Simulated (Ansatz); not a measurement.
**CHFOSi (SMILES O=C=[SiH]F): single points off equilibrium**

One table from this session's results is given with a row withheld; the runs are named, their logs left out.

Method: single points in def2-TZVPP; program: Ansatz 0.2.0, Gaussian basis.

Cores are frozen in the correlated methods.

**Where the work starts**

SMILES `O=C=[SiH]F`, 5 atoms, charge 0, spin multiplicity 1.

Atoms are counted from 1 here; the program's logs count them from 0.

Bond lengths: O1–C2 1.163 Å, C2–Si3 1.832 Å, Si3–F4 1.778 Å, Si3–H5 1.406 Å. Angles: O1–C2–Si3 148.3°, C2–Si3–F4 100.5°, C2–Si3–H5 114.3°, F4–Si3–H5 91.6°.

Geometry (Å):

```xyz
5

O     0.4019   -1.5348    1.6540
C     0.2337   -0.8715    0.7134
Si   -0.1524    0.7792    0.0185
F    -1.2500    0.3254   -1.3052
H     0.8056    1.2647   -0.8890
```

The first run:

Contents of run/in.yaml:

```yaml
crystal:
  periodic: [false, false, false]
  atoms:
    - {symbol: O, position_ang: [0.401900, -1.534800, 1.654000]}
    - {symbol: C, position_ang: [0.233700, -0.871500, 0.713400]}
    - {symbol: Si, position_ang: [-0.152400, 0.779200, 0.018500]}
    - {symbol: F, position_ang: [-1.250000, 0.325400, -1.305200]}
    - {symbol: H, position_ang: [0.805600, 1.264700, -0.889000]}
basis:
  gaussian: {orbitals: def2-TZVPP}
correlation: {method: ccsd_t}
output: {forces: true}
```

The command line of these runs was not kept.

Among the steps run: CCSD(T)/def2-TZVPP; PBE0-D4/def2-TZVPP; wB97M-V/def2-TZVPP; r2SCAN-D4/def2-TZVPP; PBE-D4/def2-TZVPP; BLYP-D4/def2-TZVPP; HSE06-D4/def2-TZVPP.

One of the session's tables, all rows but one given; the rest of the session is left out.

| method | RMS force component (eV/Å) | angle to CCSD(T) forces (°) | dipole (D) |
| --- | --- | --- | --- |
| CCSD(T) | 1.651 | reference | 2.23 |
| PBE0-D4 | 1.813 | 13.3 | 2.11 |
| wB97M-V | 1.872 | 16.6 | 2.20 |
| r2SCAN-D4 | 1.631 | 6.4 | 2.03 |
| PBE-D4 | 1.412 | 11.7 | 1.99 |
| BLYP-D4 | 1.371 | 11.1 | 2.03 |
| HSE06-D4 | ? | ? | ? |

Q: Estimate the row for HSE06-D4 from the others.

As computed: RMS force component (eV/Å): 1.805; angle to CCSD(T) forces (°): 12.8; dipole (D): 2.11. In the column «RMS force component (eV/Å)» it lies between CCSD(T) (1.651) and PBE0-D4 (1.813).
